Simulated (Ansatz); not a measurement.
# Mn2InN2: magnetic states

An exercise on one series of results from a longer session: the logs are not shown, and one member is left open.

Method: DFT PBE, scalar-relativistic, plane waves, PAW, in Ansatz 0.2.0.

2 further runs of the same task are left out: 2 that didn't finish.

## The system as given

It takes space group C2/m (No. 12, monoclinic). The conventional cell has a = 5.554 Å, b = 3.225 Å, c = 7.406 Å, α = 90.00°, β = 90.18°, γ = 90.00°. Mn (site symmetry m) is surrounded by 4 N at 1.88 to 1.97 Å. In (site symmetry 2/m) has 6 N at 3.17 to 3.18 Å and 6 In at 3.21 to 3.23 Å and 6 Mn at 3.41 Å as nearest neighbours. N (site symmetry m) is surrounded by 4 Mn at 1.88 to 1.97 Å.

Cell or atoms stand a little off a more symmetric structure (P-3m1 at a tolerance of 0.3 Å), so results at this geometry aren't those of that ideal crystal.

Coordinates:

```
Mn In N
1.0
     2.77702   -1.61273    0.00000
     2.77702    1.61273    0.00000
    -0.02282    0.00000    7.40637
Mn In N
2 1 2
Cartesian
  1.8501 0.0000 0.8467
  3.6811 0.0000 6.5597
  -0.0114 0.0000 3.7032
  1.8248 0.0000 6.2814
  3.7064 0.0000 1.1250
```

The structure comes from the Materials Project (structure only); it is used as listed.

The first run:

Contents of input.yaml:

```yaml
crystal:
  lattice:
    - [2.7770159899, -1.6127287546, 0.0]
    - [2.7770159899, 1.6127287546, 0.0]
    - [-0.0228246757, 0.0, 7.4063662167]
  atoms:
    - { symbol: Mn, position: [0.333572, 0.333572, 0.114316], spin: 4.0 }
    - { symbol: Mn, position: [0.666428, 0.666428, 0.885684], spin: 4.0 }
    - { symbol: In, position: [0.0, 0.0, 0.5] }
    - { symbol: "N", position: [0.332046, 0.332046, 0.848104] }
    - { symbol: "N", position: [0.667954, 0.667954, 0.151896] }
basis:
  ecutwfc: 420
kpoints:
  mp_grid: { grid: [6, 6, 4] }
hamiltonian:
  xc: pbe
scf:
  occupations: { method: gaussian, width: 0.1 }
output:
  forces: true
  stress: true
  eigenvalues: true
  populations: true
magnetization:
  spin_polarized: true
```

Started as:

```sh
> ansatz run input.yaml --threads 1 --pin off --max-ram 2560MiB --backend cpu --events-out ev --progress --plain --runs-dir out
```

Among the steps run: Quick check of gap, pressure and forces; The base run, for reference; Magnetic start: no spin polarisation; Magnetic start: ferromagnetic; Start: large parallel starting moments; Magnetic start: antiferromagnetic in the cell, signs +-; Magnetic start: antiferromagnetic, doubled cell, propagation vector (0, 0, 1/2); Start: antiferromagnetic, doubled cell, propagation vector (0, 1/2, 0); Start: small parallel starting moments.

One table of the session follows, with a row left open; its other results are not shown here.

It belongs to the step «The magnetic starts in order of energy». 

```
                                                          start  energy above the lowest (meV/atom)
                                                  ferromagnetic                                0.00
                                large parallel starting moments                                0.00
                                small parallel starting moments                                0.00
                        antiferromagnetic in the cell, signs +-                                23.7
antiferromagnetic, doubled cell, propagation vector (0, 0, 1/2)                                   ?
antiferromagnetic, doubled cell, propagation vector (0, 1/2, 0)                                24.9
                                                        no spin                                69.6
```

Q: Estimate the row for antiferromagnetic, doubled cell, propagation vector (0, 0, 1/2) from the others.

The run gave: energy above the lowest (meV/atom): 24.2. In the column «energy above the lowest (meV/atom)» it lies between antiferromagnetic in the cell, signs +- (23.7) and antiferromagnetic, doubled cell, propagation vector (0, 1/2, 0) (24.9).

Limits of these values: Only these starts were tried, so a lower state is not ruled out.
